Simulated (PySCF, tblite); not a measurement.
**C₇H₉ClOSi: geometry, infrared bands and NMR shifts**

Aim: predict the infrared bands and NMR shifts of C₇H₉ClOSi (`[SiH3]OC1=CCC=C/C1=C\Cl`).

Computed with tblite 0.8.0 and PySCF 2.14.0, with density-fitted response routines of our own, on a single molecule in the gas phase. Atoms count from 0, in the outputs and in this text.

## 1. Starting geometry

19 atoms, charge 0, multiplicity 1; geometry from: force field or distance geometry start.

Bonds of the start (Å): Si0–O1 1.68, O1–C2 1.38, C2–C3 1.34, C3–C4 1.51, C4–C5 1.51, C5–C6 1.35, C6–C7 1.47, C7–C8 1.34, C8–Cl9 1.72, C7–C2 1.49, Si0–H10 1.49, Si0–H11 1.49, Si0–H12 1.47, C3–H13 1.10, C4–H14 1.09, C4–H15 1.10, C5–H16 1.08, C6–H17 1.08, C8–H18 1.08.

## 2. Geometry optimisation with GFN2-xTB

Job settings and geometry (Å):

```
{"job": {"kind": "relax", "xc": "GFN2-xTB", "basis": "xTB"}, "charge": 0, "multiplicity": 1}
Si     3.007000    -0.051900    -0.026600
O      1.612000     0.055800    -0.965400
C      0.382500    -0.182800    -0.389000
C     -0.013000    -1.375300     0.066800
C     -1.376700    -1.656000     0.657400
C     -2.279100    -0.450600     0.664100
C     -1.914700     0.747900     0.166500
C     -0.588000     0.942600    -0.429600
C     -0.246800     2.102300    -1.009200
Cl    -1.231900     3.511200    -1.146100
H      2.911400     0.896200     1.113300
H      3.173100    -1.437100     0.485200
H      4.169800     0.312000    -0.846200
H      0.672800    -2.228800     0.040600
H     -1.859300    -2.439800     0.069800
H     -1.260500    -2.019900     1.688200
H     -3.260000    -0.570200     1.106800
H     -2.618400     1.566300     0.213000
H      0.710000     2.287300    -1.467100
```

The run is started by

```sh
OMP_NUM_THREADS=1 python probes_run.py task.json out
```

This one command runs all jobs of the session in turn.

**Question.** This job is followed by: GFN2-xTB harmonic vibrations, gas phase; GIAO PBE0/pcSseg-1 NMR shielding, non-relativistic, gas phase. Predict these results of the whole session: strongest single infrared mode (GFN2-xTB); zero-point energy (GFN2-xTB); ¹³C shifts against TMS (PBE0/pcSseg-1); ¹H shifts against TMS (PBE0/pcSseg-1, means over atoms taken as alike); ²⁹Si shifts against TMS (PBE0/pcSseg-1); ¹⁷O shifts against H2O (PBE0/pcSseg-1); ³⁵Cl shifts against HCl (PBE0/pcSseg-1); surface potential, 1st and 99th percentile.

The runs gave:

| quantity | value |
| --- | --- |
| strongest single infrared mode (GFN2-xTB) | 833 cm⁻¹, 354 km/mol |
| zero-point energy (GFN2-xTB) | 83.4 kcal/mol |
| ¹³C shifts against TMS (PBE0/pcSseg-1) | 154.9, 136.0, 135.0, 129.7, 126.0, 110.4, 34.1 ppm |
| ¹H shifts against TMS (PBE0/pcSseg-1, means over atoms taken as alike) | 7.10, 6.39, 6.25, 5.36, 5.06, 3.37 ppm |
| ²⁹Si shifts against TMS (PBE0/pcSseg-1) | -42.1 ppm |
| ¹⁷O shifts against H2O (PBE0/pcSseg-1) | 71.0 ppm |
| ³⁵Cl shifts against HCl (PBE0/pcSseg-1) | 163 ppm |
| surface potential, 1st and 99th percentile | -0.73 V and 1.30 V |

What this shows: Relaxing lowered the energy by 0.261 eV in 86 steps; the close pair that moved most is Si0–O1, from 1.685 to 1.623 Å. The lowest mode is imaginary (40i cm⁻¹), so the xTB geometry is not a minimum. The strongest single mode, at 833 cm⁻¹, moves mainly H10 and H11. Unscaled tight-binding wavenumbers are off by several per cent, some by more. Its intensities can rank the bands wrongly. At PBE0/pcSseg-1: Shielding is most anisotropic at Cl9 (span 353 ppm, paramagnetic term -359 ppm). By nearest atom (PBE0/pcSseg-1), the HOMO sits on C8 22 %; C3 16 % and the LUMO on C8 26 %; C5, C7 about 14 % each.
